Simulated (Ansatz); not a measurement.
# Mg6TiCo (Amm2) in Ansatz: equation of state, part 2 of 2

Ansatz 0.2.0. The steps go on from the part before.

## (5) Single point, PBE, collinear spin, ferromagnetic start, 19.57 Å³/atom

input.yaml reads:

```yaml
crystal:
  lattice:
    - [4.716605, 0.0, 0.0]
    - [0.0, 3.018369, 5.4998395]
    - [0.0, -3.018369, 5.4998395]
  atoms:
    - { symbol: Co, position: [0.0, 0.800034, 0.800034], spin: 2.0 }
    - { symbol: Ti, position: [0.5, 0.692534, 0.692534], spin: 1.0 }
    - { symbol: Mg, position: [0.5, 0.166999, 0.166999] }
    - { symbol: Mg, position: [0.5, 0.161211, 0.682081] }
    - { symbol: Mg, position: [0.5, 0.682081, 0.161211] }
    - { symbol: Mg, position: [0.0, 0.328971, 0.328971] }
    - { symbol: Mg, position: [0.0, 0.344119, 0.824053] }
    - { symbol: Mg, position: [0.0, 0.824053, 0.344119] }
hamiltonian:
  xc: pbe
  pseudopotentials: { kind: paw }
magnetization:
  spin_polarized: true
kpoints:
  mp_grid: { grid: [6, 5, 5] }
scf:
  occupations: { method: fermi_dirac, width: 0.05 }
output:
  forces: true
  stress: true
  eigenvalues: true
```

Potentials or basis: Ansatz PAW.

Launch:

```sh
$ ansatz run input.yaml --threads 4 --pin off --max-ram 10240MiB --backend cpu --events-out ev --progress --plain --runs-dir out
```

Standard output:

```text
Warning: RAYON_NUM_THREADS=4 ignored (pool sized by the plan → 4); use --threads N
Engine: ansatz 0.2.0, aarch64-unknown-linux-gnu
Pseudopotentials: kind: paw
Pseudopotential: Co, paw, valence charge 17, recommended cutoff 420 eV (normal), Co.paw.azcp
Pseudopotential: Ti, paw, valence charge 12, recommended cutoff 420 eV (normal), Ti.paw.azcp
Pseudopotential: Mg, paw, valence charge 10, recommended cutoff 420 eV (normal), Mg.paw.azcp
Functional definition: PBE
  parameter kappa = 0.804
  parameter beta = 0.06672455060314922
  exchange = pbe_x(kappa = kappa, mu = beta*pi^2/3)
  correlation = pbe_c(beta = beta)
Crystal: 8 atoms, lattice volume = 156.596 Å³
Basis set: ecut = 420 eV, 3059 PW (Γ), exchange–correlation on 64×90×90 points (8 copies of the dense FFT grid, shifted against one another)
Bands: 56, of which v1, the nominal top of the filled ones, is band 45 counted from 1 (44 counted from 0)
Symmetry: 4 space group operations
Space group: Amm2 (ITA 38), of the structure as read, at distance tolerance 5.4e-5 Å
Magnetic group: BNS 38.187 (UNI 285), of the structure as read, at distance tolerance 5.4e-5 Å
k-points: 36 of 150 (time reversal used)
Non-local potential: Co, projectors of the file, l = 0: 3, l = 1: 2, l = 2: 3, l = 3: 1
Non-local potential: Ti, projectors of the file, l = 0: 3, l = 1: 2, l = 2: 3, l = 3: 1
Non-local potential: Mg, projectors of the file, l = 0: 3, l = 1: 2, l = 2: 1
[... 37 lines left out ...]
Internal energy: -19167.487238 eV  (E = F + TS)
E sigma→0 (E₀):  -19167.509090 eV
Entropy (-TS):   -0.043703 eV (-5.463 meV/atom)
Fermi energy:    7.621507 eV
--- Per-component energies (eV) ---
  E_band       = -2650.971355
  E_kinetic    = 1174.221707
  E_local      = -14457.345326  (includes V_loc(G=0)·N_el)
  E_nonlocal   = 1041.063070
  E_hartree    = 5483.235811
  E_xc         = -426.440353
  E_vxc        = -546.227426  (∫ρ·V_xc dr)
  E_paw        = -4318.374722  (= ΣΔE_a)
  E_vpaw       = -829.133459  (= ΣTr[D̂ρ^β])
  E_aug_tail   = 0.000179  (compensation charges beyond the density's cutoff)
  E_ewald      = -7663.847604
  E_smearing   = -0.043703  (= −TS)
  E_closure    = -0.000000  (closes the sum)
  Σ components = -19167.530941   (vs F -19167.530941, Δ=0.00e0)
--- Forces (eV/Å), atoms counted from 1 ---
  atom   1  Co     0.00000000     0.00000000     0.05393380
  atom   2  Ti     0.00000000     0.00000000    -0.00892628
  atom   3  Mg     0.00000000     0.00000000     0.01576078
  atom   4  Mg     0.00000000     0.01651182     0.01509749
  atom   5  Mg     0.00000000    -0.01651182     0.01509749
  atom   6  Mg     0.00000000     0.00000000    -0.02756584
  atom   7  Mg     0.00000000    -0.01934484    -0.03165724
  atom   8  Mg     0.00000000     0.01934484    -0.03165724
  max |Σ_I F_I| component: 8.30e-5 eV/Å
--- Stress (GPa, compression-positive) ---
       -0.012921       0.000000       0.000000
        0.000000       0.028204       0.000000
        0.000000       0.000000       0.001072
  P = ⅓ Tr σ = 0.0055 GPa (0.055 kbar)
--- Band table (eV; the first three rows and the last of 72) ---
  k-point 0 ↑: bands = ["-87.4020", "-68.2414", "-67.8417", "-67.8390", "-67.8218", "-67.8103", "-67.8078", "-50.7744", "-50.6784", "-50.6089", "-49.0461", "-35.0148", "-35.0123", "-34.9595", "-34.6302", "-34.6141", "-34.6086", "-34.6068", "-34.5954", "-34.5846", "-34.5819", "-34.5789", "-34.5785", "-34.5638", "-34.5636", "-34.5615", "-34.5413", "-34.5371", "-34.5239", "-25.3527", "-25.2962", "-25.2679", "0.6055", "4.9646", "5.0247", "5.3157", "5.4210", "5.4716", "5.7788", "5.8389", "6.1634", "6.4557", "6.7303", "6.7820", "6.8434", "7.8892", "8.1677", "8.5132", "9.1201", "9.2578", "9.8406", "11.0959", "11.4127", "11.8696", "12.6136", "12.6360"]
  k-point 1 ↑: bands = ["-87.4020", "-68.2414", "-67.8415", "-67.8392", "-67.8218", "-67.8102", "-67.8080", "-50.7744", "-50.6784", "-50.6089", "-49.0461", "-35.0148", "-35.0122", "-34.9595", "-34.6281", "-34.6137", "-34.6084", "-34.6060", "-34.5962", "-34.5842", "-34.5824", "-34.5801", "-34.5774", "-34.5653", "-34.5634", "-34.5616", "-34.5416", "-34.5365", "-34.5252", "-25.3529", "-25.2962", "-25.2680", "0.8247", "3.8947", "4.6140", "4.7633", "5.5680", "5.7220", "5.8991", "6.1532", "6.2343", "6.6397", "7.0611", "7.0900", "7.4824", "8.1393", "8.4206", "8.4947", "9.1407", "9.3827", "9.8677", "10.3532", "11.4246", "11.7149", "11.8696", "12.1986"]
  k-point 2 ↑: bands = ["-87.4020", "-68.2414", "-67.8410", "-67.8397", "-67.8218", "-67.8098", "-67.8084", "-50.7744", "-50.6784", "-50.6089", "-49.0461", "-35.0148", "-35.0121", "-34.9595", "-34.6234", "-34.6130", "-34.6119", "-34.6010", "-34.5975", "-34.5861", "-34.5837", "-34.5801", "-34.5751", "-34.5685", "-34.5629", "-34.5621", "-34.5421", "-34.5348", "-34.5279", "-25.3531", "-25.2962", "-25.2680", "1.4667", "2.5472", "4.2632", "4.4115", "5.6521", "5.7374", "5.9009", "6.1428", "6.3583", "7.2534", "7.4836", "7.5427", "8.0649", "8.4304", "8.5233", "8.8317", "9.1356", "9.6435", "9.7653", "10.4637", "10.7918", "11.1540", "11.6624", "11.6790"]
  k-point 35 ↓: bands = ["-86.1992", "-68.2410", "-67.8412", "-67.8390", "-67.8183", "-67.8104", "-67.8083", "-49.6468", "-49.5517", "-49.4732", "-49.4497", "-35.0114", "-35.0103", "-34.9632", "-34.6285", "-34.6062", "-34.6031", "-34.5976", "-34.5929", "-34.5868", "-34.5862", "-34.5785", "-34.5743", "-34.5727", "-34.5636", "-34.5596", "-34.5413", "-34.5383", "-34.5284", "-25.8948", "-25.8424", "-25.8264", "3.4779", "3.6178", "3.6242", "3.6657", "4.6866", "4.8900", "6.4176", "6.4188", "6.5999", "6.6561", "6.8726", "7.1726", "7.9430", "8.2437", "8.7734", "8.9931", "9.1749", "9.3221", "10.0297", "10.1215", "10.9099", "10.9355", "12.6629", "12.7481"]
```

Run time: 29 s. Hardware: 4 threads of Arm Neoverse V1, shared host; peak memory 0.78 GiB.

Results:

| Property | Result |
| --- | --- |
| Free energy | -19167.5309 eV |
| Pressure | 0.0 GPa |
| Largest force | 0.054 eV/Å |
| Band gap on the k mesh | none (metal or under the smearing width) |
| Net moment | 0.25 μB per cell |
| Absolute moment | 2.17 μB per cell |
| Site moments | Co +1.05; Ti -0.56; Mg +0.01, -0.00, +0.00 μB |

Caveat: the starting moments weren't kept.

## (6) Single point, PBE, collinear spin, ferromagnetic start, 19.97 Å³/atom (volume scaled by 1.02)

Changes to input.yaml since step 5:

```diff
@@ -2,5 +2,5 @@
   lattice:
-    - [4.716605, 0.0, 0.0]
-    - [0.0, 3.018369, 5.4998395]
-    - [0.0, -3.018369, 5.4998395]
+    - [4.747841705, 0.0, 0.0]
+    - [0.0, 3.0383587812, 5.5362633396]
+    - [0.0, -3.0383587812, 5.5362633396]
   atoms:
```

Potentials or basis: Ansatz PAW.

Launch:

```sh
$ ansatz run input.yaml --threads 4 --pin off --max-ram 10240MiB --backend cpu --events-out ev --progress --plain --runs-dir out
```

Wall time 28 s (4 threads of Arm Neoverse V1, shared host); peak memory 0.78 GiB.

It converged, with:

| Property | Result |
| --- | --- |
| Free energy | -19167.5215 eV |
| Pressure | -1.0 GPa |
| Largest force | 0.031 eV/Å |
| Band gap on the k mesh | none (metal or under the smearing width) |
| Net moment | 0.26 μB per cell |
| Absolute moment | 2.35 μB per cell |
| Site moments | Co +1.13; Ti -0.61; Mg +0.01, -0.00, +0.00 μB |

Caveat: the starting moments weren't kept.

## (7) Single point, PBE, collinear spin, ferromagnetic start, 20.36 Å³/atom (volume scaled by 1.04)

Changes to input.yaml since step 6:

```diff
@@ -2,5 +2,5 @@
   lattice:
-    - [4.747841705, 0.0, 0.0]
-    - [0.0, 3.0383587812, 5.5362633396]
-    - [0.0, -3.0383587812, 5.5362633396]
+    - [4.7786727099, 0.0, 0.0]
+    - [0.0, 3.0580889365, 5.5722141089]
+    - [0.0, -3.0580889365, 5.5722141089]
   atoms:
```

Launch:

```sh
$ ansatz run input.yaml --threads 4 --pin off --max-ram 10240MiB --backend cpu --events-out ev --progress --plain --runs-dir out
```

It took 28 s on 4 threads of Arm Neoverse V1, shared host; peak memory 0.79 GiB.

Results (log left out):

* Free energy: -19167.4943 eV
* Pressure: -1.8 GPa
* Largest force: 0.036 eV/Å
* Band gap on the k mesh: none (metal or under the smearing width)
* Net moment: 0.27 μB per cell
* Absolute moment: 2.52 μB per cell
* Site moments: Co +1.21; Ti -0.66; Mg +0.01, -0.00, +0.00 μB

Caveat: the starting moments weren't kept.

## (8) Single point, PBE, collinear spin, ferromagnetic start, 20.75 Å³/atom (volume scaled by 1.06)

Changes to input.yaml since step 7:

```diff
@@ -2,5 +2,5 @@
   lattice:
-    - [4.7786727099, 0.0, 0.0]
-    - [0.0, 3.0580889365, 5.5722141089]
-    - [0.0, -3.0580889365, 5.5722141089]
+    - [4.8091109363, 0.0, 0.0]
+    - [0.0, 3.0775677352, 5.6077068755]
+    - [0.0, -3.0775677352, 5.6077068755]
   atoms:
```

Launch:

```sh
$ ansatz run input.yaml --threads 4 --pin off --max-ram 10240MiB --backend cpu --events-out ev --progress --plain --runs-dir out
```

It took 28 s on 4 threads of Arm Neoverse V1, shared host; peak memory 0.81 GiB.

The run converged. Its results:

```yaml
Free_energy: -19167.4509 eV
Pressure: -2.6 GPa
Largest_force: 0.078 eV/Å
Band_gap_on_the_k_mesh: none (metal or under the smearing width)
Net_moment: 0.28 μB per cell
Absolute_moment: 2.66 μB per cell
Site_moments: Co +1.27; Ti -0.71; Mg +0.01, -0.00 μB
```

Caveat: the starting moments weren't kept.

## (9) Equation of state, PBE, collinear spin, ferromagnetic start

Potentials or basis: Ansatz PAW.

No new run: the results of the series are fitted here.

Results:

```yaml
Equilibrium_volume: 19.58 Å³/atom
Bulk_modulus_at_fixed_shape_and_positions: 50 GPa
Pressure_derivative_of_the_bulk_modulus: 3.8
```

Energy against volume, from the lowest point:
```csv
volume (Å³/atom),energy (meV/atom)
18.400,12.21
18.792,5.26
19.183,1.28
19.575,0.00
19.966,1.18
20.358,4.58
20.749,10.00
```

Caveat: the cell was scaled at fixed shape and fractional positions, which overstates the stiffness of a crystal with free parameters, most of all of layers and chains.
